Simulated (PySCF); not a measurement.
# Al2H6S2 (SMILES [AlH2-]1[SH+][AlH2-][SH+]1) at BLYP/3-21G

What is the vertical ionisation energy of Al2H6S2 at BLYP/3-21G? Input form: a Python script.

The results are computed with PySCF 2.14.0.

1 further run of the same task is left out (set aside as unsound or not needed).

## 1. The system as given

Al2H6S2: 10 atoms, total charge 0, spin state singlet. SMILES: `[AlH2-]1[SH+][AlH2-][SH+]1`. The shape is that of a PBE0-D4/def2-TZVP optimisation.

Bond lengths: Al1–S2 2.373 Å, S2–Al3 2.373 Å, Al1–S4 2.373 Å, Al3–S4 2.373 Å, Al1–H5 1.582 Å, Al1–H6 1.579 Å, S2–H7 1.345 Å, Al3–H8 1.582 Å, Al3–H9 1.579 Å, S4–H10 1.345 Å. Some angles: Al1–S2–Al3 83.3°, S2–Al1–S4 95.7°, S2–Al3–S4 95.7°, Al1–S4–Al3 83.3°, Al1–S2–H7 95.3°, Al3–S2–H7 95.3°, S2–Al1–H5 108.7°, S2–Al1–H6 106.1°, S4–Al1–H5 108.7°, S4–Al1–H6 106.0°.

## 2. The energy at BLYP/3-21G

start.xyz reads:

```xyz
10

Al    -0.876700     1.141600    -0.696500
S      0.577400     1.173900     1.178200
Al     0.373900    -1.185300     1.028500
S     -0.708800    -1.193400    -1.082800
H     -0.178100     1.904600    -1.893800
H     -2.329500     1.385800    -0.127000
H      1.709600     1.247400     0.456500
H      1.818000    -1.809500     0.859600
H     -0.726500    -1.597000     2.084100
H      0.423800    -1.119400    -1.803900
```

job.py reads:

```python
from pyscf import gto, dft

mol = gto.Mole()
mol.atom = 'start.xyz'
mol.spin = 0
mol.verbose = 3
mol.max_memory = 1860
mol.basis = '3-21g'
mol.charge = 0
mol.build()

calc0 = dft.RKS(mol, xc='blyp')
calc0.grids.level = 4
calc0.conv_tol = 1e-10
calc0.kernel()
if not calc0.converged:
    calc0 = calc0.newton().run(calc0.mo_coeff, calc0.mo_occ)

e_tot = calc0.e_tot
print('E(%s) = %.9f' % ('BLYP', e_tot))
```

Run with:

```console
$ OMP_NUM_THREADS=1 python job.py
```

The log of the run:

```text
converged SCF energy = -1278.22945189398
E(BLYP) = -1278.229451894
```

Wall time 9.6 s (1 thread of Arm Neoverse V2, shared host); peak memory 0.35 GiB.

## 3. The doublet cation at the same level

input.py reads:

```python
from pyscf import gto, dft

mol = gto.M(
    atom='''
Al      -0.876700       1.141600      -0.696500
S        0.577400       1.173900       1.178200
Al       0.373900      -1.185300       1.028500
S       -0.708800      -1.193400      -1.082800
H       -0.178100       1.904600      -1.893800
H       -2.329500       1.385800      -0.127000
H        1.709600       1.247400       0.456500
H        1.818000      -1.809500       0.859600
H       -0.726500      -1.597000       2.084100
H        0.423800      -1.119400      -1.803900
''',
    charge=1,
    spin=1,
    verbose=3,
    basis='3-21g',
    max_memory=1860,
)

mf = dft.UKS(mol, xc='blyp')
mf.grids.level = 4
mf.conv_tol = 1e-10
mf.kernel()
if not mf.converged:
    mf = mf.newton().run(mf.mo_coeff, mf.mo_occ)

e_final = mf.e_tot
print('E = %.10f Eh' % e_final)
```

Run with:

```console
$ OMP_NUM_THREADS=1 python input.py
```

The log of the run:

```text
WARN: HOMO -0.303070004159508 >= LUMO -0.303070004159507

converged SCF energy = -1277.87021690906  <S^2> = 0.75232496  2S+1 = 2.0023236
E = -1277.8702169091 Eh
```

Run time: 30 s. Hardware: 1 thread of Arm Neoverse V2, shared host; peak memory 0.38 GiB.

## 4. Outcome

Level: BLYP/3-21G.

```
                                          quantity           value
                     singlet Al2H6S2: total energy  -1278.22945 Eh
                    singlet Al2H6S2: dipole moment          2.46 D
                      singlet Al2H6S2: HOMO energy        -7.22 eV
                      singlet Al2H6S2: LUMO energy        -1.19 eV
                    singlet Al2H6S2: HOMO–LUMO gap         6.03 eV
                      doublet cation: total energy  -1277.87022 Eh
doublet cation: HOMO energy (highest over α and β)       -12.43 eV
 doublet cation: LUMO energy (lowest over α and β)       -12.33 eV
                              doublet cation: ⟨S²⟩           0.752
vertical ionisation energy (to the doublet cation)        9.775 eV
```

**Reading.** The vertical ionisation energy comes to 9.78 eV (225 kcal/mol). −ε(HOMO) before ionisation, 7.22 eV, is 2.56 eV below this ionisation energy. Mulliken charges (doublet cation) run from -0.23 on S2 to +0.61 on Al1; they depend strongly on the basis.
